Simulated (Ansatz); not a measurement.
**Li (hcp type): how the settings move a single-point run**

Aim: see which settings change the result for Li (hcp type), by how much, and at what cost.

Program: Ansatz 0.2.0. Level of theory: reference: DFT, PBEsol, all-electron PAW with datasets made for the crystal, scalar-relativistic. These are calculated values, not measurements.

## 1. The system as given

The structure is hexagonal, space group P6_3/mmc (No. 194). The conventional cell has a = 2.550 Å, b = 2.550 Å, c = 4.168 Å, α = 90.00°, β = 90.00°, γ = 120.00°. Li (site symmetry -6m2) is surrounded by 12 Li at 2.55 Å.

Coordinates:

```cif
data_structure
_symmetry_space_group_name_H-M 'P6_3/mmc'
_symmetry_Int_Tables_number 194
_cell_length_a 2.5499
_cell_length_b 2.5499
_cell_length_c 4.1684
_cell_angle_alpha 90.000
_cell_angle_beta 90.000
_cell_angle_gamma 120.000
_cell_volume 23.47
loop_
_atom_site_label
_atom_site_type_symbol
_atom_site_symmetry_multiplicity
_atom_site_Wyckoff_symbol
_atom_site_fract_x
_atom_site_fract_y
_atom_site_fract_z
_atom_site_occupancy
Li1 Li 2 c 0.33333 0.66667 0.25000 1
```

## 2. The reference run

Input file input.yaml:

```yaml
crystal:
  lattice:
    - [2.5498650408, 0.0, 0.0]
    - [-1.2749325204, 2.2082479016, 0.0]
    - [0.0, 0.0, 4.1684463798]
  atoms:
    - { symbol: Li, position: [0.3333333333, 0.6666666667, 0.25] }
    - { symbol: Li, position: [0.6666666667, 0.3333333333, 0.75] }
kpoints:
  mp_grid: { grid: [14, 14, 8] }
scf:
  occupations: { method: fermi_dirac, width: 0.1 }
hamiltonian:
  xc: pbesol
  pseudopotentials: { kind: all_electron, datasets: crystal }
output:
  forces: true
  stress: true
  eigenvalues: true
```

Run with:

```bash
> ansatz run input.yaml --threads 1 --pin off --max-ram 2048MiB --backend cpu --events-out ev --progress --plain --runs-dir out
```

## 3. Changed: scf.algorithm density_mixing, dispersion d3bjatm

Edit input.yaml of step 2 so:

```diff
@@ -12,2 +12,3 @@
   occupations: { method: fermi_dirac, width: 0.1 }
+  algorithm: density_mixing
 hamiltonian:
@@ -15,2 +16,3 @@
   pseudopotentials: { kind: all_electron, datasets: crystal }
+  dispersion: d3bjatm
 output:
```

Q: Predict the outcome of this session. Wanted: for each run, ending; energy change; pressure; gap; force.

As calculated:

| run | ending | energy change | pressure (GPa) | gap (eV) | force (eV/Å) | cycles | time |
| --- | --- | --- | --- | --- | --- | --- | --- |
| reference | converged | 0 | 18.4 | 0.00 | 0.00 | 5 | 2.6 s |
| 1: scf.algorithm density_mixing, dispersion d3bjatm | converged | -240.6 meV/atom (offset of the dispersion model) | 15.3 | 0.00 | 0.00 | 5 | 2.9 s |

Residual by cycle in the longest SCF loop of each run; runs are numbered as in the table. The quantity is the density residual dr2, in eV.

| cycle | reference | run 1 |
| --- | --- | --- |
| 1 | 0.0161 | 0.0161 |
| 2 | 0.00816 | 0.00816 |
| 3 | 1.3e-4 | 1.3e-4 |
| 4 | 1.3e-5 | 1.3e-5 |
| 5 | 1.7e-9 | 1.7e-9 |

The energy moves by -240.6 meV/atom, nearly all of it the dispersion term itself (-240.6 meV/atom); that offset belongs to the model and is no gain or loss of stability; the pressure goes from 18.4 to 15.3 GPa. The structure is not at rest: the sound run finds 18 GPa, so these are no properties of the relaxed crystal. 
